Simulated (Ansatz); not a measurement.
# C₂H₇InNO radical: basis-set convergence

One table from this session's results is given with a row withheld; the runs are named, their logs left out.

Method: one geometry, several basis sets; program: Ansatz 0.2.0, Gaussian basis.

Levels to be run: PBE0-D4/def2-SVP; ωB97M-V/def2-SVP; PBE0-D4/def2-QZVPP; ωB97M-V/def2-QZVPP; the functionals' def2-TZVPP values are taken from earlier runs.

1 further run of the same task is left out (it didn't finish).

**Structure used throughout**

An earlier PBE0-D4 in a triple-zeta def2 set relaxation fixed the geometry. In takes the def2 core potential; no spin-orbit term is included.

SMILES `C[N](C)[In][OH]`, 12 atoms, charge 0, spin multiplicity 2.

Atoms are counted from 1 here; the program's logs count them from 0.

Bond lengths: C1–N2 1.426 Å, C1–H6 1.101 Å, C1–H7 1.092 Å, C1–H8 1.097 Å, N2–C3 1.426 Å, N2–In4 2.578 Å, C3–H9 1.101 Å, C3–H10 1.092 Å, C3–H11 1.097 Å, In4–O5 2.079 Å, O5–H12 0.960 Å. Angles: N2–C1–H6 107.3°, N2–C1–H7 110.5°, N2–C1–H8 112.9°, H6–C1–H7 107.8°, H6–C1–H8 108.3°, H7–C1–H8 109.9°, C1–N2–C3 114.2°, C1–N2–In4 114.9°, C3–N2–In4 114.8°, N2–C3–H9 107.5°, N2–C3–H10 110.6°, N2–C3–H11 112.8°, H9–C3–H10 107.8°, H9–C3–H11 108.1°, H10–C3–H11 109.9°, N2–In4–O5 72.1°, In4–O5–H12 116.3°.

Set-up of the first run:

in.yaml

```yaml
crystal:
  periodic: [false, false, false]
  atoms:
    - {symbol: C, position_ang: [-1.140473, -0.752767, 0.410994]}
    - {symbol: N, position_ang: [0.022474, -0.685603, -0.410974]}
    - {symbol: C, position_ang: [1.248153, -0.633711, 0.315350]}
    - {symbol: In, position_ang: [-0.138628, 0.966597, -2.383175]}
    - {symbol: O, position_ang: [-0.149818, 2.070438, -0.621094]}
    - {symbol: H, position_ang: [-1.343711, 0.266122, 0.775068]}
    - {symbol: H, position_ang: [-2.004589, -1.076353, -0.173669]}
    - {symbol: H, position_ang: [-1.010689, -1.408897, 1.280607]}
    - {symbol: H, position_ang: [1.367492, 0.394813, 0.689084]}
    - {symbol: H, position_ang: [2.093142, -0.850749, -0.341880]}
    - {symbol: H, position_ang: [1.260603, -1.313706, 1.176300]}
    - {symbol: H, position_ang: [-0.203956, 3.023825, -0.716621]}
basis:
  gaussian: {orbitals: def2-SVP}
magnetization: {spin_polarized: true, initial_magnetization: 1}
hamiltonian: {xc: pbe0, dispersion: d4}
output: {orbitals: {seedname: orbitals}}
```

Among the steps run: PBE0-D4 in def2-SVP; ωB97M-V in def2-SVP; PBE0-D4 in def2-QZVPP; ωB97M-V in def2-QZVPP.

One of the session's tables, all rows but one given; the rest of the session is left out.

It belongs to the step «Functionals by basis». 

| functional | basis | HOMO (eV) | LUMO (eV) |
| --- | --- | --- | --- |
| PBE0-D4 | def2-SVP | ? | ? |
| PBE0-D4 | def2-TZVPP | -5.80 | -2.56 |
| PBE0-D4 | def2-QZVPP | -5.84 | -2.61 |
| ωB97M-V | def2-SVP | -7.66 | -0.34 |
| ωB97M-V | def2-TZVPP | -7.88 | -0.54 |
| ωB97M-V | def2-QZVPP | -7.93 | -0.61 |

Estimate the missing values for PBE0-D4, def2-SVP.

As computed: HOMO (eV): -5.60; LUMO (eV): -2.42. In the column «HOMO (eV)» it is the highest.
